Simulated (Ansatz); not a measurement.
# TeP: the cost of one run

Program: Ansatz 0.2.0. Level of theory: DFT PBE, scalar-relativistic, plane waves, PAW. These are calculated values, not measurements.

## Step 1: The system as given

Symmetry: P3m1, No. 156, trigonal system. The conventional cell has a = 3.668 Å, b = 3.668 Å, c = 16.000 Å, α = 90.00°, β = 90.00°, γ = 120.00°. Te (site symmetry 3m) is surrounded by 3 P at 2.60 Å. P (site symmetry 3m) has 3 Te at 2.60 Å as nearest neighbours.

Structure file:

```cif
data_structure
_symmetry_space_group_name_H-M 'P3m1'
_symmetry_Int_Tables_number 156
_cell_length_a 3.6680
_cell_length_b 3.6680
_cell_length_c 16.0000
_cell_angle_alpha 90.000
_cell_angle_beta 90.000
_cell_angle_gamma 120.000
_cell_volume 186.43
loop_
_atom_site_label
_atom_site_type_symbol
_atom_site_symmetry_multiplicity
_atom_site_Wyckoff_symbol
_atom_site_fract_x
_atom_site_fract_y
_atom_site_fract_z
_atom_site_occupancy
Te1 Te 1 a 0.00000 0.00000 0.54708 1
P1 P 1 c 0.66667 0.33333 0.45292 1
```

The cell is invented: Janus sheet modelled on a layer of P. Its size is a rough estimate.

Only a and b are periodic; c spans vacuum, so the box's volume, pressure and space group aren't properties of the sheet.

## Step 2: Probe: one point on a coarse mesh

File input.yaml:

```yaml
crystal:
  lattice:
    - [3.66803897, 0.0, 0.0]
    - [-1.83401948, 3.17661559, 0.0]
    - [0.0, 0.0, 16.0]
  atoms:
    - { symbol: Te, position: [0.66666667, 0.33333333, 0.54707659] }
    - { symbol: P, position: [0.33333333, 0.66666667, 0.45292341] }
  periodic: [true, true, false]
basis:
  ecutwfc: 420
kpoints:
  mp_grid: { grid: [6, 6, 1] }
hamiltonian:
  xc: pbe
scf:
  occupations: { method: gaussian, width: 0.1 }
  lower_state_search: "off"
output:
  forces: true
  stress: true
  eigenvalues: true
```

Started as:

```console
$ ansatz run input.yaml --threads 1 --pin off --max-ram 2048MiB --backend cpu --events-out ev --progress --plain --runs-dir out
```

What time and memory should one allow on 1 thread of Arm Neoverse V2, shared host?

About 3.4 s, with a peak of 0.39 GiB.
